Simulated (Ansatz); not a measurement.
**CCl₂FNOSi: how energies converge with the basis set**

How large a basis does CCl₂FNOSi need? Two functionals are run in growing sets.

The runs use Ansatz 0.2.0, Gaussian basis; one geometry, several basis sets.

Levels to be run: PBE0-D4/def2-SVP; ωB97M-V/def2-SVP; PBE0-D4/def2-QZVPP; ωB97M-V/def2-QZVPP; the functionals' def2-TZVPP values are taken from earlier runs.

### Step 1. The geometry

The geometry comes from an earlier relaxation with PBE0-D4 in a triple-zeta def2 set; it is a stationary point, not always the lowest conformer.

SMILES `O=C=N[Si](F)(Cl)Cl`, 7 atoms, charge 0, spin multiplicity 1.

Atoms are counted from 1 here; the program's logs count them from 0.

Bond lengths: O1–C2 1.158 Å, C2–N3 1.199 Å, N3–Si4 1.678 Å, Si4–F5 1.573 Å, Si4–Cl6 2.016 Å, Si4–Cl7 2.016 Å. Angles: O1–C2–N3 177.4°, C2–N3–Si4 153.8°, N3–Si4–F5 107.6°, N3–Si4–Cl6 110.9°, N3–Si4–Cl7 110.9°, F5–Si4–Cl6 108.4°, F5–Si4–Cl7 108.4°, Cl6–Si4–Cl7 110.4°.

### Step 2. PBE0-D4 in def2-SVP

Contents of in.yaml:

```yaml
crystal:
  periodic: [false, false, false]
  atoms:
    - {symbol: O, position_ang: [-0.356868, -2.988314, 0.059193]}
    - {symbol: C, position_ang: [-0.320854, -1.845932, -0.124981]}
    - {symbol: N, position_ang: [-0.313944, -0.669905, -0.360567]}
    - {symbol: Si, position_ang: [0.107249, 0.924925, -0.053153]}
    - {symbol: F, position_ang: [-0.505083, 1.807939, -1.201732]}
    - {symbol: Cl, position_ang: [-0.659245, 1.545812, 1.705115]}
    - {symbol: Cl, position_ang: [2.109845, 1.157375, -0.069573]}
basis:
  gaussian: {orbitals: def2-SVP}
hamiltonian: {xc: pbe0, dispersion: d4}
output: {orbitals: {seedname: orbitals}}
```

The runs that follow: ωB97M-V in def2-SVP; PBE0-D4 in def2-QZVPP; ωB97M-V in def2-QZVPP.

**Question.** What will the summary of the whole plan be? Wanted: PBE0-D4: double and triple zeta above quadruple; ωB97M-V: double and triple zeta above quadruple.

The runs gave:

```
                                       quantity           value
PBE0-D4: double and triple zeta above quadruple  21.86, 1.39 eV
ωB97M-V: double and triple zeta above quadruple  21.82, 1.30 eV
```

PBE0-D4 gains 20.47 eV from double to triple zeta, then 1.39 eV more. Total energies overstate the basis error of differences, where much of it tends to cancel. The LUMO of ωB97M-V is positive and keeps falling with the basis (2.16 to 1.46 eV): an unbound level that the basis holds in place.
